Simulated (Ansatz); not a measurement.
**RuRh: the crystal squeezed far**

How does RuRh answer strong compression? The runs shown use PAW. Its runs: volume scaled by 1 (PAW); volume scaled by 0.7 (PAW); volume scaled by 0.6 (PAW); volume scaled by 0.4 (PAW).

Method: DFT, PBEsol, PAW with Ansatz's default frozen-core files, scalar-relativistic, in Ansatz 0.2.0.

## Step 1: The system as given

It takes space group P-6m2 (No. 187, hexagonal). Conventional cell: a = 2.709 Å, b = 2.709 Å, c = 4.298 Å, α = 90.00°, β = 90.00°, γ = 120.00°. Around Ru (site symmetry -6m2) lie 6 Rh at 2.66 Å and 6 Ru at 2.71 Å. Around Rh (site symmetry -6m2) lie 6 Ru at 2.66 Å and 6 Rh at 2.71 Å.

As a file:

```xyz
2
Lattice="2.7094 0.0000 0.0000 -1.3547 2.3464 0.0000 0.0000 0.0000 4.2984" Properties=species:S:1:pos:R:3 pbc="T T T"
Ru    0.0000    0.0000    2.1492
Rh    1.3547    0.7821    0.0000
```

Whether this phase is the stable one at these pressures isn't tested.

Atoms are numbered in the order of the input: Ru1, Rh2.

## Step 2: Volume scaled by 1, PAW

Input file input.yaml:

```yaml
crystal:
  lattice:
    - [2.7094150211, 0.0, 0.0]
    - [-1.3547075106, 2.3464222377, 0.0]
    - [0.0, 0.0, 4.2983681]
  atoms:
    - { symbol: Ru, position: [0.0, 0.0, 0.5] }
    - { symbol: Rh, position: [0.6666666667, 0.3333333333, 0.0] }
kpoints:
  mp_grid: { grid: [15, 15, 9] }
  band_path:
    path:
      - [0.0, 0.0, 0.0]
      - [0.5, 0.0, 0.0]
      - [0.3333333333, 0.3333333333, 0.0]
      - [0.0, 0.0, 0.0]
      - [0.0, 0.0, 0.5]
      - [0.5, 0.0, 0.5]
      - [0.3333333333, 0.3333333333, 0.5]
      - [0.0, 0.0, 0.5]
      - [0.5, 0.0, 0.5]
    npoints: 6
scf:
  occupations: { method: fermi_dirac, width: 0.05 }
hamiltonian:
  xc: pbesol
  pseudopotentials: { kind: paw }
output:
  forces: true
  stress: true
  eigenvalues: true
  populations: true
```

Started as:

```bash
> ansatz run input.yaml --threads 1 --pin off --max-ram 2048MiB --backend cpu --events-out ev --progress --plain --runs-dir out
```

The log of the run:

```text
Engine: ansatz 0.2.0
Pseudopotentials: kind: paw
Pseudopotential: Ru, paw, valence charge 16, recommended cutoff 420 eV (normal)
Pseudopotential: Rh, paw, valence charge 17, recommended cutoff 420 eV (normal)
Functional definition: PBEsol
  exchange = pbesol_x
  correlation = pbesol_c
Crystal: 2 atoms, lattice volume = 27.327 Å³
Basis set: ecut = 420 eV, 537 PW (Γ), exchange–correlation on 40×40×60 points (8 copies of the dense FFT grid, shifted against one another)
Bands: 21, of which v1, the nominal top of the filled ones, is band 17 counted from 1 (16 counted from 0)
Symmetry: 12 space group operations
Space group: P-6m2 (ITA 187), of the structure as read, at distance tolerance 3.0e-5 Å
k-points: 135 of 2025 (time reversal used)
Non-local potential: Ru, projectors of the file, l = 0: 3, l = 1: 2, l = 2: 2, l = 3: 1
Non-local potential: Rh, projectors of the file, l = 0: 3, l = 1: 2, l = 2: 2, l = 3: 1
PAW form: soft (Blöchl's): semilocal exchange-correlation on the pseudo side does not see the compensation charge
PAW frozen core: Ru, regenerated for the run's functional, and the local potential with it (the file was generated under x = pbe(κ = 0.804, μ = 0.2195149727645171), c = pbe(β = 0.06672455060314922))
PAW frozen core: Rh, regenerated for the run's functional, and the local potential with it (the file was generated under x = pbe(κ = 0.804, μ = 0.2195149727645171), c = pbe(β = 0.06672455060314922))
PAW one-centre angular grid: Ru, 590 points (default); XC on 64 Gauss nodes
PAW one-centre angular grid: Rh, 590 points (default); XC on 64 Gauss nodes
Initial density: superposition of atomic densities (neutral atoms: chi_scale 0, normalization atom), corrected by the library's trained network
Initial wavefunctions: pseudopotential atomic-orbital guess
Functional: x = pbesol(κ = 0.804, μ = 0.12345679012345678), c = pbesol(β = 0.046)
SCF iter   1: F=—  HF=-12155.202911 eV  |F-HF|=—  |Δ(HF+E_count)|=         —  Δρ=1.21e-2  dr2=2.91e-2  ethr=1.77e-3  ⟨swp⟩=4.7  Hψ=11204  notcnv=0
preconditioner: auto → none  [metal: Δε(μ)=0.032 eV  Ē_g=7.605 eV  σ=0.050 eV  W_gap=0.16  n_scr=8 (ndim 8)  ℏωp=29.3 eV  f_vac=0.000  D(μ)=2.23/eV (n_scr^D=22)  sad-step TF]
SCF iter   2: F=—  HF=-12155.199128 eV  |F-HF|=—  |Δ(HF+E_count)|=   3.78e-3  Δρ=6.34e-3  dr2=7.59e-3  ethr=8.83e-5  ⟨swp⟩=2.8  Hψ=5994  notcnv=0
SCF iter   3: F=—  HF=-12155.197282 eV  |F-HF|=—  |Δ(HF+E_count)|=   1.85e-3  Δρ=4.45e-4  dr2=1.99e-5  ethr=2.30e-5  ⟨swp⟩=2.0  Hψ=4242  notcnv=0
SCF iter   4: F=—  HF=-12155.197314 eV  |F-HF|=—  |Δ(HF+E_count)|=   3.23e-5  Δρ=1.49e-4  dr2=4.25e-6  ethr=6.02e-8  ⟨swp⟩=2.0  Hψ=5007  notcnv=0
SCF iter   5: F=—  HF=-12155.197314 eV  |F-HF|=—  |Δ(HF+E_count)|=   8.28e-7  Δρ=3.48e-5  dr2=1.42e-7  ethr=1.29e-8  ⟨swp⟩=2.3  Hψ=4406  notcnv=0
SCF iter   6: F=-12155.197313 eV  HF=-12155.197313 eV  |F-HF|=2.11e-9  |Δ(HF+E_count)|=   1.94e-8  Δρ=4.90e-6  dr2=3.28e-9  ethr=3.03e-10  ⟨swp⟩=4.1  Hψ=10269  notcnv=0
SCF 1 converged in 6 iterations: F = -12155.197313 eV  dr2 = 3.28e-9
NSCF: frozen V_eff on 49 k-points
SCF converged after 6 iterations
Free energy (F): -12155.197313 eV
Harris-Foulkes:  -12155.197313 eV  (|F-HF|=2.11e-9)
Internal energy: -12155.178781 eV  (E = F + TS)
E sigma→0 (E₀):  -12155.188047 eV
Entropy (-TS):   -0.018533 eV (-9.266 meV/atom)
Fermi energy:    22.992769 eV
--- Per-component energies (eV) ---
  E_band       = -142.364917
  E_kinetic    = 1086.980669
  E_local      = -2826.227354  (includes V_loc(G=0)·N_el)
  E_nonlocal   = 700.650464
  E_hartree    = 953.278393
  E_xc         = -410.085903
  E_vxc        = -516.648600  (∫ρ·V_xc dr)
  E_paw        = -6923.023469  (= ΣΔE_a)
  E_vpaw       = -493.677724  (= ΣTr[D̂ρ^β])
  E_aug_tail   = 0.000600  (compensation charges beyond the density's cutoff)
  E_ewald      = -4737.281677
  E_core_change = 0.529496  (= ΣΔE_core)
  E_smearing   = -0.018533  (= −TS)
  E_closure    = 0.000000  (closes the sum)
  Σ components = -12155.197313   (vs F -12155.197313, Δ=0.00e0)
--- Forces (eV/Å), atoms counted from 1 ---
  atom   1  Ru     0.00000000    -0.00000000     0.00000000
  atom   2  Rh    -0.00000000     0.00000000     0.00000000
  max |Σ_I F_I| component: 9.25e-18 eV/Å
--- Stress (GPa, compression-positive) ---
       -6.171545       0.000000       0.000000
        0.000000      -6.171545      -0.000000
        0.000000      -0.000000      -4.617864
  P = ⅓ Tr σ = -5.6537 GPa (-56.537 kbar)
--- Band table (eV; the first three rows and the last of 135) ---
  k-point 0: bands = ["-56.0264", "-50.0915", "-24.0645", "-23.6150", "-23.6150", "-20.0876", "-19.6709", "-19.6709", "14.7416", "16.5915", "19.8998", "19.8998", "20.1170", "20.7781", "20.7781", "21.0308", "21.0308", "23.5919", "23.5919", "23.8580", "32.3936"]
  k-point 1: bands = ["-56.0263", "-50.0917", "-24.0588", "-23.6149", "-23.6149", "-20.0958", "-19.6711", "-19.6711", "14.8760", "16.6333", "19.8379", "19.8379", "20.0537", "20.6382", "20.6382", "21.2563", "21.2563", "23.3872", "23.5962", "23.5962", "33.0119"]
  k-point 2: bands = ["-56.0261", "-50.0922", "-24.0441", "-23.6146", "-23.6146", "-20.1165", "-19.6716", "-19.6716", "15.2612", "16.7407", "19.7307", "19.7307", "19.8887", "20.4172", "20.4172", "21.6742", "21.6742", "22.3043", "23.5758", "23.5758", "34.5305"]
  k-point 134: bands = ["-55.9484", "-49.9748", "-23.9992", "-23.9794", "-23.9504", "-20.1836", "-20.1641", "-20.0120", "18.0033", "18.0346", "18.3892", "18.7388", "19.6604", "20.1448", "21.2517", "21.5162", "23.3046", "23.7765", "30.3511", "31.0009", "32.3982"]
--- Löwdin populations: 2 sites ---
  site symbol       q [e]
     0     Ru     15.9346
     1     Rh     16.8574
  spilling = 0.006300 (of n_electrons = 33.000000)
```

It took 3.9 s on 1 thread of Intel Xeon 6975P-C (Granite Rapids), shared host; peak memory 0.44 GiB.

In short: pressure -5.65 GPa; no gap.

At the corners of the path (eV, zero at the Fermi level):

```tsv
point	band 13	band 14	band 15	band 16	band 17	band 18	band 19
Γ	-2.88	-2.21	-2.21	-1.96	-1.96	0.60	0.60
M	-2.53	-2.28	-1.95	0.34	1.18	1.57	3.30
K	-3.47	-3.01	-1.53	0.20	0.46	0.71	6.38
Γ	-2.88	-2.21	-2.21	-1.96	-1.96	0.60	0.60
A	-3.32	-2.99	-2.99	-2.91	-0.40	-0.40	0.26
L	-1.95	-1.18	-0.37	0.17	0.43	1.57	2.66
H	-3.33	-2.84	-1.71	-1.58	0.31	0.79	7.39
A	-3.32	-2.99	-2.99	-2.91	-0.40	-0.40	0.26
L	-1.95	-1.18	-0.37	0.17	0.43	1.57	2.66
```

## Step 3: Volume scaled by 0.7, PAW

Changes to input.yaml since step 2:

```diff
@@ -2,5 +2,5 @@
   lattice:
-    - [2.7094150211, 0.0, 0.0]
-    - [-1.3547075106, 2.3464222377, 0.0]
-    - [0.0, 0.0, 4.2983681]
+    - [2.4057004396, 0.0, 0.0]
+    - [-1.2028502198, 2.0833976946, 0.0]
+    - [0.0, 0.0, 3.816538237]
   atoms:
@@ -32 +32,5 @@
   populations: true
+  write_density: true
+  write_potential: true
+  elf: true
+  volumetric_format: npy
```

Started as:

```bash
> ansatz run input.yaml --threads 1 --pin off --max-ram 2048MiB --backend cpu --events-out ev --progress --plain --runs-dir out
```

The log of the run:

```text
[... 7 set-up lines as earlier in the session ...]
Crystal: 2 atoms, lattice volume = 19.129 Å³
Basis set: ecut = 420 eV, 379 PW (Γ), exchange–correlation on 36×36×54 points (8 copies of the dense FFT grid, shifted against one another)
Bands: 21, of which v1, the nominal top of the filled ones, is band 17 counted from 1 (16 counted from 0)
[... 1 set-up line as earlier in the session ...]
Space group: P-6m2 (ITA 187), of the structure as read, at distance tolerance 2.7e-5 Å
k-points: 135 of 2025 (time reversal used)
[... 10 set-up lines as earlier in the session ...]
SCF iter   1: F=—  HF=-12150.958353 eV  |F-HF|=—  |Δ(HF+E_count)|=         —  Δρ=2.01e-2  dr2=4.30e-2  ethr=1.77e-3  ⟨swp⟩=5.1  Hψ=11849  notcnv=0
preconditioner: auto → none  [metal: Δε(μ)=0.017 eV  Ē_g=11.409 eV  σ=0.050 eV  W_gap=0.08  n_scr=2 (ndim 8)  ℏωp=35.0 eV  f_vac=0.000  D(μ)=1.50/eV (n_scr^D=22)  sad-step TF]
SCF iter   2: F=—  HF=-12150.941512 eV  |F-HF|=—  |Δ(HF+E_count)|=   1.68e-2  Δρ=1.03e-2  dr2=1.08e-2  ethr=1.30e-4  ⟨swp⟩=2.5  Hψ=5207  notcnv=0  defer=12
SCF iter   3: F=—  HF=-12150.939889 eV  |F-HF|=—  |Δ(HF+E_count)|=   1.62e-3  Δρ=1.02e-3  dr2=5.62e-5  ethr=3.27e-5  ⟨swp⟩=2.0  Hψ=5511  notcnv=0  defer=12
SCF iter   4: F=—  HF=-12150.939968 eV  |F-HF|=—  |Δ(HF+E_count)|=   7.87e-5  Δρ=3.40e-4  dr2=1.44e-5  ethr=1.70e-7  ⟨swp⟩=2.0  Hψ=5012  notcnv=0  defer=12
SCF iter   5: F=—  HF=-12150.939964 eV  |F-HF|=—  |Δ(HF+E_count)|=   4.44e-6  Δρ=4.91e-5  dr2=2.58e-7  ethr=4.35e-8  ⟨swp⟩=2.0  Hψ=4640  notcnv=0  defer=12
SCF iter   6: F=-12150.939964 eV  HF=-12150.939964 eV  |F-HF|=1.42e-8  |Δ(HF+E_count)|=   1.15e-7  Δρ=1.12e-5  dr2=1.31e-8  ethr=3.03e-10  ⟨swp⟩=10.2  Hψ=20218  notcnv=0
SCF 1 converged in 6 iterations: F = -12150.939964 eV  dr2 = 1.31e-8
NSCF: frozen V_eff on 49 k-points
SCF converged after 6 iterations
Free energy (F): -12150.939964 eV
Harris-Foulkes:  -12150.939964 eV  (|F-HF|=1.42e-8)
Internal energy: -12150.927744 eV  (E = F + TS)
E sigma→0 (E₀):  -12150.933854 eV
Entropy (-TS):   -0.012219 eV (-6.110 meV/atom)
Fermi energy:    35.382775 eV
--- Per-component energies (eV) ---
  E_band       = 211.920901
  E_kinetic    = 1129.653953
  E_local      = -2015.057479  (includes V_loc(G=0)·N_el)
  E_nonlocal   = 709.398457
  E_hartree    = 711.280644
  E_xc         = -423.363501
  E_vxc        = -534.334195  (∫ρ·V_xc dr)
  E_paw        = -6928.016445  (= ΣΔE_a)
  E_vpaw       = -500.304133  (= ΣTr[D̂ρ^β])
  E_aug_tail   = 0.000578  (compensation charges beyond the density's cutoff)
  E_ewald      = -5335.353447
  E_core_change = 0.529496  (= ΣΔE_core)
  E_smearing   = -0.012219  (= −TS)
  E_closure    = 0.000000  (closes the sum)
  Σ components = -12150.939964   (vs F -12150.939964, Δ=0.00e0)
--- Forces (eV/Å), atoms counted from 1 ---
  atom   1  Ru    -0.00000000    -0.00000000     0.00000000
  atom   2  Rh     0.00000000     0.00000000     0.00000000
  max |Σ_I F_I| component: 4.63e-17 eV/Å
--- Stress (GPa, compression-positive) ---
      238.698465      -0.000000       0.000000
       -0.000000     238.698465       0.000000
        0.000000       0.000000     256.135474
  P = ⅓ Tr σ = 244.5108 GPa (2445.108 kbar)
--- Band table (eV; the first three rows and the last of 135) ---
  k-point 0: bands = ["-45.1034", "-38.7399", "-13.6750", "-12.1478", "-12.1478", "-8.5202", "-7.5951", "-7.5951", "24.6390", "25.3618", "30.0103", "30.0103", "30.4492", "31.5158", "31.5158", "32.0096", "32.0096", "36.2836", "36.2836", "36.7092", "49.2076"]
  k-point 1: bands = ["-45.1020", "-38.7432", "-13.6306", "-12.1469", "-12.1469", "-8.5792", "-7.5965", "-7.5965", "24.8164", "25.4696", "29.9120", "29.9120", "30.3472", "31.2926", "31.2926", "32.3741", "32.3741", "36.1542", "36.3199", "36.3199", "49.0271"]
  k-point 2: bands = ["-45.0985", "-38.7516", "-13.5138", "-12.1446", "-12.1446", "-8.7331", "-7.5999", "-7.5999", "25.2653", "25.8108", "29.7413", "29.7413", "30.1034", "30.9165", "30.9165", "33.0899", "33.0899", "34.7847", "36.3460", "36.3460", "48.5217"]
  k-point 134: bands = ["-44.7432", "-38.2612", "-13.4824", "-13.3402", "-13.1461", "-9.2136", "-9.0077", "-8.4444", "27.1670", "27.2084", "27.7367", "28.4523", "30.1141", "31.0824", "32.2733", "32.7053", "35.8934", "36.6232", "46.0580", "47.0673", "48.6837"]
--- Löwdin populations: 2 sites ---
  site symbol       q [e]
     0     Ru     15.9801
     1     Rh     16.8282
  spilling = 0.005809 (of n_electrons = 33.000000)
```

Run time: 3.5 s. Hardware: 1 thread of Intel Xeon 6975P-C (Granite Rapids), shared host; peak memory 0.42 GiB.

In short: pressure 244.51 GPa; no gap.

Density in a lattice plane of the grid's cell (edges 2.41 and 3.82 Å, at 0.000 of the third edge), which holds Ru.

Ten even steps from '0' (0.49 e/Å³) to '9' (10.23 e/Å³):
```
0000011222110000
0000001111100000
0000000000000000
0000000000000000
0000000000000000
1110000000000011
4432100000001234
8764210000012467
9986310000013689
9986420000024689
9986310000013689
8764210000012467
4432100000001234
1110000000000011
0000000000000000
0000000000000000
0000000000000000
0000001111100000
0000011222110000
0000012222210000
```
Columns run along the first of these edges and rows up along the second, over one cell in 16 and 20 even steps from the bottom left corner. Atoms in the plane (fractional): Ru at (1.00, 0.50).

ELF in the same plane.

Values, 12 rows by 8 columns:
```
0.30 0.26 0.28 0.40 0.46 0.40 0.28 0.26
0.27 0.28 0.27 0.27 0.28 0.27 0.27 0.28
0.27 0.26 0.26 0.27 0.26 0.27 0.26 0.26
0.60 0.54 0.37 0.26 0.29 0.26 0.37 0.54
0.52 0.63 0.57 0.30 0.28 0.30 0.57 0.63
0.15 0.50 0.63 0.36 0.28 0.36 0.63 0.50
0.52 0.63 0.57 0.30 0.28 0.30 0.57 0.63
0.60 0.54 0.37 0.26 0.29 0.26 0.37 0.54
0.27 0.26 0.26 0.27 0.26 0.27 0.26 0.26
0.27 0.28 0.27 0.27 0.28 0.27 0.27 0.28
0.30 0.26 0.28 0.40 0.46 0.40 0.28 0.26
0.28 0.25 0.31 0.48 0.56 0.48 0.31 0.25
```
Columns run along the first of these edges and rows up along the second, over one cell in 8 and 12 even steps from the bottom left corner. Atoms in the plane (fractional): Ru at (1.00, 0.50).

Both are smooth fields of the valence electrons: close to the nuclei they are not physical.

## Step 4: Volume scaled by 0.6, PAW

Changes to input.yaml since step 3:

```diff
@@ -2,5 +2,5 @@
   lattice:
-    - [2.4057004396, 0.0, 0.0]
-    - [-1.2028502198, 2.0833976946, 0.0]
-    - [0.0, 0.0, 3.816538237]
+    - [2.2852091327, 0.0, 0.0]
+    - [-1.1426045663, 1.9790491619, 0.0]
+    - [0.0, 0.0, 3.625384063]
   atoms:
@@ -32,5 +32 @@
   populations: true
-  write_density: true
-  write_potential: true
-  elf: true
-  volumetric_format: npy
```

Started as:

```bash
> ansatz run input.yaml --threads 1 --pin off --max-ram 2048MiB --backend cpu --events-out ev --progress --plain --runs-dir out
```

The log of the run:

```text
[... 7 set-up lines as earlier in the session ...]
Crystal: 2 atoms, lattice volume = 16.396 Å³
Basis set: ecut = 420 eV, 313 PW (Γ), exchange–correlation on 32×32×50 points (8 copies of the dense FFT grid, shifted against one another)
Bands: 21, of which v1, the nominal top of the filled ones, is band 17 counted from 1 (16 counted from 0)
[... 1 set-up line as earlier in the session ...]
Space group: P-6m2 (ITA 187), of the structure as read, at distance tolerance 2.5e-5 Å
k-points: 135 of 2025 (time reversal used)
[... 10 set-up lines as earlier in the session ...]
SCF iter   1: F=—  HF=-12144.846717 eV  |F-HF|=—  |Δ(HF+E_count)|=         —  Δρ=3.01e-2  dr2=6.00e-2  ethr=1.77e-3  ⟨swp⟩=5.7  Hψ=12825  notcnv=0
preconditioner: auto → none  [metal: Δε(μ)=0.046 eV  Ē_g=13.362 eV  σ=0.050 eV  W_gap=0.22  n_scr=2 (ndim 8)  ℏωp=37.8 eV  f_vac=0.000  D(μ)=1.35/eV (n_scr^D=22)  sad-step TF]
SCF iter   2: F=—  HF=-12144.805021 eV  |F-HF|=—  |Δ(HF+E_count)|=   4.17e-2  Δρ=1.57e-2  dr2=1.82e-2  ethr=1.82e-4  ⟨swp⟩=2.2  Hψ=4930  notcnv=0  defer=20
SCF iter   3: F=—  HF=-12144.798740 eV  |F-HF|=—  |Δ(HF+E_count)|=   6.28e-3  Δρ=1.92e-3  dr2=1.79e-4  ethr=5.51e-5  ⟨swp⟩=2.0  Hψ=5495  notcnv=0  defer=20
SCF iter   4: F=—  HF=-12144.798782 eV  |F-HF|=—  |Δ(HF+E_count)|=   4.21e-5  Δρ=5.19e-4  dr2=2.50e-5  ethr=5.44e-7  ⟨swp⟩=2.0  Hψ=5046  notcnv=0  defer=20
SCF iter   5: F=—  HF=-12144.798769 eV  |F-HF|=—  |Δ(HF+E_count)|=   1.29e-5  Δρ=7.11e-5  dr2=3.59e-7  ethr=7.57e-8  ⟨swp⟩=2.0  Hψ=4686  notcnv=0  defer=20
SCF iter   6: F=-12144.798769 eV  HF=-12144.798769 eV  |F-HF|=3.53e-8  |Δ(HF+E_count)|=   1.10e-7  Δρ=2.18e-5  dr2=4.44e-8  ethr=3.03e-10  ⟨swp⟩=6.5  Hψ=13571  notcnv=0
SCF 1 converged in 6 iterations: F = -12144.798769 eV  dr2 = 4.44e-8
NSCF: frozen V_eff on 49 k-points
SCF converged after 6 iterations
Free energy (F): -12144.798769 eV
Harris-Foulkes:  -12144.798769 eV  (|F-HF|=3.53e-8)
Internal energy: -12144.787766 eV  (E = F + TS)
E sigma→0 (E₀):  -12144.793268 eV
Entropy (-TS):   -0.011003 eV (-5.502 meV/atom)
Fermi energy:    42.146759 eV
--- Per-component energies (eV) ---
  E_band       = 402.280996
  E_kinetic    = 1157.852356
  E_local      = -1661.623343  (includes V_loc(G=0)·N_el)
  E_nonlocal   = 720.174984
  E_hartree    = 618.192826
  E_xc         = -430.039593
  E_vxc        = -543.211208  (∫ρ·V_xc dr)
  E_paw        = -6933.206737  (= ΣΔE_a)
  E_vpaw       = -507.299453  (= ΣTr[D̂ρ^β])
  E_aug_tail   = 0.000737  (compensation charges beyond the density's cutoff)
  E_ewald      = -5616.668492
  E_core_change = 0.529496  (= ΣΔE_core)
  E_smearing   = -0.011003  (= −TS)
  E_closure    = 0.000000  (closes the sum)
  Σ components = -12144.798769   (vs F -12144.798769, Δ=0.00e0)
--- Forces (eV/Å), atoms counted from 1 ---
  atom   1  Ru     0.00000000    -0.00000000     0.00000000
  atom   2  Rh    -0.00000000     0.00000000    -0.00000000
  max |Σ_I F_I| component: 9.25e-18 eV/Å
--- Stress (GPa, compression-positive) ---
      492.661471      -0.000000       0.000000
        0.000000     492.661471      -0.000000
        0.000000      -0.000000     527.551925
  P = ⅓ Tr σ = 504.2916 GPa (5042.916 kbar)
--- Band table (eV; the first three rows and the last of 135) ---
  k-point 0: bands = ["-39.3719", "-32.7953", "-8.4766", "-5.8817", "-5.8817", "-2.1523", "-0.9973", "-0.9973", "29.8344", "30.8829", "35.3734", "35.3734", "35.9414", "37.2414", "37.2414", "37.8861", "37.8861", "43.1255", "43.1255", "44.1517", "55.3563"]
  k-point 1: bands = ["-39.3678", "-32.8052", "-8.3878", "-5.8797", "-5.8797", "-2.2689", "-1.0002", "-1.0002", "29.9584", "31.1034", "35.2532", "35.2532", "35.8234", "36.9721", "36.9721", "38.3297", "38.3297", "43.1935", "43.1935", "43.5512", "54.8075"]
  k-point 2: bands = ["-39.3574", "-32.8302", "-8.1479", "-5.8748", "-5.8748", "-2.5786", "-1.0075", "-1.0075", "30.2983", "31.6896", "35.0450", "35.0450", "35.5741", "36.5044", "36.5044", "39.2238", "39.2238", "42.0425", "43.2750", "43.2750", "54.2146"]
  k-point 134: bands = ["-38.7007", "-31.9740", "-8.0912", "-7.7967", "-7.5501", "-3.5569", "-3.0512", "-2.1915", "32.0743", "32.1147", "32.7935", "33.7992", "35.9240", "37.2006", "38.1725", "38.7202", "42.7225", "43.5727", "54.9390", "56.0197", "57.7405"]
--- Löwdin populations: 2 sites ---
  site symbol       q [e]
     0     Ru     16.0025
     1     Rh     16.8128
  spilling = 0.005598 (of n_electrons = 33.000000)
```

Wall time 3.1 s (1 thread of Intel Xeon 6975P-C (Granite Rapids), shared host); peak memory 0.41 GiB.

This run gives: pressure 504.29 GPa; no gap.

(Part 1 of 2 ends here.)
